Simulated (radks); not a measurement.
# Ionisation of Xe²⁺: one atom, several choices of functional

Aim: the ionisation energy of Xe²⁺ ([Kr] 4d10 5s2 5p4) to Xe³⁺ ([Kr] 4d10 5s2 5p3) for each choice of functional, and which comes nearest the tabulated value.

Method: Dirac Kohn-Sham, spin-unpolarised, spherical densities, finite nucleus; open shells are shared between the two j in proportion to 2j + 1. Code: radks (a radial shooting solver on a logarithmic mesh, Libxc functionals) version 1.

**1. What is computed**

| Quantity | Value |
| --- | --- |
| element | xenon (Z = 54) |
| charge | +2 |
| electrons | 52 |
| configuration | [Kr] 4d10 5s2 5p4 |
| ion | Xe³⁺, [Kr] 4d10 5s2 5p3 |
| choices | PW91; RPBE; B86b exchange with PBE correlation; BP86; PBEsol |

Outer shells as boxes (Hund's rule):

Xe²⁺
```
[Kr] core
4d [↑↓][↑↓][↑↓][↑↓][↑↓]
5s [↑↓]
5p [↑↓][↑ ][↑ ]
```

Xe³⁺
```
[Kr] core
4d [↑↓][↑↓][↑↓][↑↓][↑↓]
5s [↑↓]
5p [↑ ][↑ ][↑ ]
```

**2. PW91: Xe²⁺**

Settings of this run:

```text
Z 54
configuration [Kr] 4d10 5s2 5p4
relativity Dirac
functional pw91,pw91
spin unpolarised
j_filling average
nucleus finite rms 4.7859 fm
c 137.035999084
```

**3. PW91: Xe³⁺**

Input: that of step 2 with these lines changed.

```diff
@@ -1,3 +1,3 @@
 Z 54
-configuration [Kr] 4d10 5s2 5p4
+configuration [Kr] 4d10 5s2 5p3
 relativity Dirac
```

**4. RPBE: Xe²⁺**

Settings of this run:

```text
Z 54
configuration [Kr] 4d10 5s2 5p4
relativity Dirac
functional rpbe,pbe
spin unpolarised
j_filling average
nucleus finite rms 4.7859 fm
c 137.035999084
```

**5. RPBE: Xe³⁺**

Input: that of step 4 with these lines changed.

```diff
@@ -1,3 +1,3 @@
 Z 54
-configuration [Kr] 4d10 5s2 5p4
+configuration [Kr] 4d10 5s2 5p3
 relativity Dirac
```

**6. B86b exchange with PBE correlation: Xe²⁺**

Settings of this run:

```text
Z 54
configuration [Kr] 4d10 5s2 5p4
relativity Dirac
functional b86_mgc,pbe
spin unpolarised
j_filling average
nucleus finite rms 4.7859 fm
c 137.035999084
```

**7. B86b exchange with PBE correlation: Xe³⁺**

Input: that of step 6 with these lines changed.

```diff
@@ -1,3 +1,3 @@
 Z 54
-configuration [Kr] 4d10 5s2 5p4
+configuration [Kr] 4d10 5s2 5p3
 relativity Dirac
```

**8. BP86: Xe²⁺**

Settings of this run:

```text
Z 54
configuration [Kr] 4d10 5s2 5p4
relativity Dirac
functional b88,p86
spin unpolarised
j_filling average
nucleus finite rms 4.7859 fm
c 137.035999084
```

**9. BP86: Xe³⁺**

Input: that of step 8 with these lines changed.

```diff
@@ -1,3 +1,3 @@
 Z 54
-configuration [Kr] 4d10 5s2 5p4
+configuration [Kr] 4d10 5s2 5p3
 relativity Dirac
```

**10. PBEsol: Xe²⁺**

Settings of this run:

```text
Z 54
configuration [Kr] 4d10 5s2 5p4
relativity Dirac
functional pbe_sol,pbe_sol
spin unpolarised
j_filling average
nucleus finite rms 4.7859 fm
c 137.035999084
```

**11. PBEsol: Xe³⁺**

Input: that of step 10 with these lines changed.

```diff
@@ -1,3 +1,3 @@
 Z 54
-configuration [Kr] 4d10 5s2 5p4
+configuration [Kr] 4d10 5s2 5p3
 relativity Dirac
```

Before running it: what results should come out? Wanted: for each run, functional; E(Xe²⁺); Δ-SCF; −ε(HOMO); <r> HOMO; error.

As calculated:

```tsv
functional	E(Xe²⁺) (hartree)	Δ-SCF (eV)	−ε(HOMO) (eV)	<r> HOMO (bohr)	error (eV)
PW91	-7449.75656	31.843	26.217	2.115	+0.79
RPBE	-7449.09616	31.707	26.104	2.117	+0.66
B86b exchange with PBE correlation	-7449.53016	31.786	26.168	2.116	+0.74
BP86	-7449.99204	31.905	26.275	2.112	+0.86
PBEsol	-7445.69261	31.812	26.181	2.112	+0.76
```

**Reading.** The NIST Atomic Spectra Database lists 31.05 eV (semi-empirical). Nearest is RPBE (+0.66 eV off), farthest BP86 (+0.86 eV). The ionisation energies span 0.20 eV, the total energies of Xe²⁺ 117 eV: most of the change in the total cancels in the difference. Spin polarisation and multiplet splitting are left out, so open shells lie too high by an amount that depends on their filling. Sharing an open shell by 2j + 1 raises it above the true ground level by a part of the spin-orbit splitting, which enters the differences from NIST.
